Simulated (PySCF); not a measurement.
# CH2ClGeN: the cost of one run

Programs: PySCF 2.14.0, with density-fitted response routines of our own. Each step states its level of theory. These are calculated values for one molecule in the gas phase, unless marked as measured. Atoms count from 0, in the outputs and in this text.

## 1. Starting geometry

6 atoms, charge 0, multiplicity 1; geometry from: GFN2-xTB. The atoms were then displaced at random by about 0.01 Å, so the start is not that level's minimum.

Bonds of the start (Å): N0–C1 1.17, C1–Ge2 1.94, Ge2–Cl3 2.06, Ge2–H4 1.50, Ge2–H5 1.49.

## 2. Relaxing the molecule at PBE0-D3(BJ)/def2-SVP

The job: settings as JSON, then the geometry in Å.

```
{"job": {"xc": "PBE0", "basis": "def2-SVP", "d3": "d3bj", "grid": 1, "shake": 0.01, "kind": "geom"}, "charge": 0, "multiplicity": 1}
N      2.507820     0.164200    -0.006620
C      1.344150     0.062690    -0.007030
Ge    -0.582570    -0.158530    -0.004790
Cl    -1.398920     1.735370    -0.103610
H     -0.922780    -0.854660     1.281670
H     -0.923530    -0.979090    -1.204280
```

Command:

```bash
> OMP_NUM_THREADS=1 python probes_run.py task.json out
```

One launch serves the whole session: the jobs run in the order shown.

Q: Estimate the wall time and peak memory of this first job on 1 thread of Arm Neoverse V2, shared host.

About 21 s, with a peak of 0.36 GiB.
